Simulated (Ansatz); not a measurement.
# C2H4FGeNO: a ladder of functionals and wavefunction methods

How much do the methods differ for C2H4FGeNO? The plan is to run it at one geometry with functionals of several rungs and with coupled cluster, and see how far each lands from CCSD(T) at the basis-set limit for the atomisation energy.

Method: functionals in def2-TZVPP, the program's frozen cores in correlated methods; program: Ansatz 0.2.0, Gaussian basis.

Levels to be run: LDA (SPW92), PBE-D4, revPBE-D4, BLYP-D4, r2SCAN-D4, B97M-V, PBE0-D4, B3LYP-D4, r2SCANh-D4, r2SCAN0-D4, HSE06-D4, BHLYP-D4, CAM-B3LYP-D4, LC-ωPBE, ωB97X-V, ωB97M-V, B2PLYP, PBE-QIDH; CCSD(T)/def2-SVP; CCSD(T)/def2-TZVPP; MP2/def2-QZVPP; extrapolation to the limit; RPA on PBE.

### 1 The geometry

All runs share one geometry, relaxed beforehand with PBE0-D4 in a triple-zeta def2 set.

SMILES `[OH][GeH]1[NH]C=[C]1F`, 10 atoms, charge 0, spin multiplicity 1.

Atoms are counted from 1 here; the program's logs count them from 0.

Bond lengths: O1–Ge2 1.765 Å, O1–H7 0.960 Å, Ge2–N3 1.901 Å, Ge2–C5 1.931 Å, Ge2–H8 1.540 Å, N3–C4 1.426 Å, N3–H9 1.015 Å, C4–C5 1.341 Å, C4–H10 1.086 Å, C5–F6 1.328 Å. Angles: Ge2–O1–H7 112.9°, O1–Ge2–N3 114.7°, O1–Ge2–C5 118.5°, O1–Ge2–H8 108.9°, N3–Ge2–C5 71.9°, N3–Ge2–H8 115.6°, C5–Ge2–H8 122.7°, Ge2–N3–C4 88.8°, Ge2–N3–H9 119.7°, C4–N3–H9 113.6°, N3–C4–C5 108.8°, N3–C4–H10 121.8°, C5–C4–H10 129.3°, Ge2–C5–C4 90.0°, Ge2–C5–F6 140.9°, C4–C5–F6 128.9°.

### 2 LDA

This LDA is Slater exchange with PW92 correlation.

Input file in.yaml:

```yaml
crystal:
  periodic: [false, false, false]
  atoms:
    - {symbol: O, position_ang: [-1.742807, -1.526341, -0.118461]}
    - {symbol: Ge, position_ang: [-0.267570, -0.645648, -0.522537]}
    - {symbol: N, position_ang: [0.862353, -0.265841, 0.958782]}
    - {symbol: C, position_ang: [0.679485, 1.124825, 0.701820]}
    - {symbol: C, position_ang: [-0.236441, 1.268070, -0.266882]}
    - {symbol: F, position_ang: [-0.844349, 2.372957, -0.682451]}
    - {symbol: H, position_ang: [-1.807896, -2.371134, -0.568884]}
    - {symbol: H, position_ang: [0.414203, -1.335500, -1.719043]}
    - {symbol: H, position_ang: [1.833503, -0.559201, 0.938383]}
    - {symbol: H, position_ang: [1.192418, 1.886514, 1.282370]}
basis:
  gaussian: {orbitals: def2-TZVPP}
hamiltonian: {xc: lda}
output: {orbitals: {seedname: orbitals}}
```

Started as:

```console
ansatz run in.yaml --threads 4 --pin off --events-out ev --progress --plain --max-ram 10444MiB
```

The runs that follow: PBE-D4 (GGA); revPBE-D4 (GGA); BLYP-D4 (GGA); r2SCAN-D4 (meta-GGA); B97M-V (meta-GGA); PBE0-D4 (hybrid); B3LYP-D4 (hybrid); r2SCANh-D4 (hybrid); r2SCAN0-D4 (hybrid); HSE06-D4 (hybrid); BHLYP-D4 (hybrid); CAM-B3LYP-D4 (range-separated); LC-ωPBE (range-separated); ωB97X-V (range-separated); ωB97M-V (range-separated); B2PLYP (double hybrid); PBE-QIDH (double hybrid); CCSD(T) in def2-SVP; CCSD(T) in def2-TZVPP; MP2 in def2-QZVPP; RPA on PBE orbitals.

Q: Predict the results of all the runs planned. Wanted: atomisation energy, CCSD(T)/CBS; farthest beyond LDA; mean size of error, GGA; mean size of error, meta-GGA; mean size of error, hybrid; mean size of error, range-separated; mean size of error, double hybrid; gap, smallest and largest; T1 diagnostic.

**Answer**, as computed:

```
                               quantity                                                                                                                  value
        atomisation energy, CCSD(T)/CBS                                                                                                         905.9 kcal/mol
functionals within 9.1 kcal/mol (1.0 %)  revPBE-D4, BLYP-D4, r2SCAN-D4, B97M-V, PBE0-D4, B3LYP-D4, HSE06-D4, CAM-B3LYP-D4, LC-ωPBE, ωB97X-V, ωB97M-V, PBE-QIDH
                    farthest beyond LDA                                                                                              BHLYP-D4 (-50.0 kcal/mol)
                mean size of error, GGA                                                                                                          13.3 kcal/mol
           mean size of error, meta-GGA                                                                                                           1.4 kcal/mol
             mean size of error, hybrid                                                                                                          16.0 kcal/mol
    mean size of error, range-separated                                                                                                           1.0 kcal/mol
      mean size of error, double hybrid                                                                                                          10.2 kcal/mol
              gap, smallest and largest                                                                              3.74 eV (LDA (SPW92)), 10.85 eV (LC-ωPBE)
                          T1 diagnostic                                                                                                                 0.0135
triples share of the correlation energy                                                                                                                  4.0 %
```

**Reading.** The LDA atomisation energy is off by 173.9 kcal/mol (19 %): it overbinds. PBE-D4 is off by +34.7 kcal/mol. Double hybrids carry the basis error of their MP2 part in triple zeta, and no dispersion term here, so their miss is partly the set-up's. The rungs range-separated, meta-GGA miss on average by less than the doubt on the reference (9.1 kcal/mol), so they tie. Misses under about 9.1 kcal/mol are within the doubt on the reference itself, which lacks core-valence correlation, relativity and higher excitations, and its outer-core shells are covered unevenly. Hartree-Fock recovers 65 % of the binding; the rest is correlation. CCSD(T) in def2-SVP is off by -65.9 kcal/mol, which most functionals beat. The gap grows from 3.7 to 10.9 eV across the functionals, mostly with the share of exact exchange. Correlated methods include outer-core shells of Ge, which these sets cover unevenly.
